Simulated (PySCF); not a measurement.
# GaH⁺ with other numerical set-ups

Which parts of the numerical set-up matter for GaH⁺? Each run edits the base script.

Program: PySCF 2.14.0. Level of theory: method and basis as typed in the scripts. These are calculated values, not measurements.

1 further run of the same task is left out (it didn't finish).

**1. The starting structure**

GaH⁺: 2 atoms, charge 1, spin multiplicity 2.

Bond lengths: Ga1–H2 1.544 Å.

**2. Base script**

File input.py:

```python
from pyscf import gto, scf

mol = gto.M(
    atom='Ga 0 0 0; H 0 0 1.544',
    basis='crenbl',
    ecp={'Ga': 'crenbl'},
    charge=1,
    spin=1,
    verbose=4,
)
mf = scf.UHF(mol)
mf.kernel()
mf.dip_moment()
print('orbital energies (hartree):', [e[max(0, n-3):n+3].round(4) for e, n in zip(mf.mo_energy, mol.nelec)])
```

Started as:

```sh
$ OMP_NUM_THREADS=1 python input.py
```

The log of this run is left out.

Base result: E(SCF) = -77.819940 Eh, 11 cycles, ⟨S²⟩ = 0.780.

The bond length is a typed value, not an optimised one. The dipole of an ion depends on the origin.

**3. Def2-svpd (core potential off)**

Variant 1 changes basis set: crenbl → def2-svpd; core potential: on → off. The core potential changes with it: totals don't compare.

File input.py:

```python
from pyscf import gto, scf

mol = gto.M(
    atom='Ga 0 0 0; H 0 0 1.544',
    basis='def2-svpd',
    charge=1,
    spin=1,
    verbose=4,
)
mf = scf.UHF(mol)
mf.kernel()
mf.dip_moment()
print('orbital energies (hartree):', [e[max(0, n-3):n+3].round(4) for e, n in zip(mf.mo_energy, mol.nelec)])
```

Started as:

```sh
$ OMP_NUM_THREADS=1 python input.py
```

**4. 3-21g (core potential off)**

Variant 2 changes basis set: crenbl → 3-21g; core potential: on → off. The core potential changes with it: totals don't compare.

input.py: that of step 2 with these lines changed.

```diff
@@ -4,4 +4,3 @@
     atom='Ga 0 0 0; H 0 0 1.544',
-    basis='crenbl',
-    ecp={'Ga': 'crenbl'},
+    basis='3-21g',
     charge=1,
```

**5. Cartesian functions on**

Variant 3 changes Cartesian functions: off → on.

input.py: that of step 2 with these lines changed.

```diff
@@ -8,2 +8,3 @@
     spin=1,
+    cart=True,
     verbose=4,
```

**6. Cc-pvdz (core potential off)**

Variant 4 changes basis set: crenbl → cc-pvdz; core potential: on → off. The core potential changes with it: totals don't compare.

input.py: that of step 2 with these lines changed.

```diff
@@ -4,4 +4,3 @@
     atom='Ga 0 0 0; H 0 0 1.544',
-    basis='crenbl',
-    ecp={'Ga': 'crenbl'},
+    basis='cc-pvdz',
     charge=1,
```

**7. Ano-rcc-vdzp (core potential off, X2C on)**

Variant 5 changes basis set: crenbl → ano-rcc-vdzp; core potential: on → off; spin-free X2C: off → on. The core potential changes with it: totals don't compare.

input.py: that of step 2 with these lines changed.

```diff
@@ -4,4 +4,3 @@
     atom='Ga 0 0 0; H 0 0 1.544',
-    basis='crenbl',
-    ecp={'Ga': 'crenbl'},
+    basis='ano-rcc-vdzp',
     charge=1,
@@ -11,2 +10,3 @@
 mf = scf.UHF(mol)
+mf = mf.sfx2c1e()
 mf.kernel()
```

Q: Predict the outcome of this session. Wanted: for each run, E(SCF); from base; gap, α spin.

The runs gave:

| run | E(SCF) (hartree) | from base (eV) | cycles | gap, α spin (eV) | functions |
| --- | --- | --- | --- | --- | --- |
| base | -77.819940 | 0 | 11 | 11.73 | 36 |
| def2-svpd (core potential off) | -1923.278067 | not comparable | 10 | 11.64 | 46 |
| 3-21g (core potential off) | -1914.100152 | not comparable | 9 | 11.30 | 24 |
| Cartesian functions on | -77.820747 | -0.0220 | 11 | 11.73 | 40 |
| cc-pvdz (core potential off) | -1923.494136 | not comparable | 10 | 11.67 | 32 |
| ano-rcc-vdzp (core potential off, X2C on) | -1942.484116 | not comparable | 10 | 11.76 | 32 |

**Reading.** Total energies from different bases, Hamiltonians or methods carry different errors, so properties are taken as differences within one set-up.
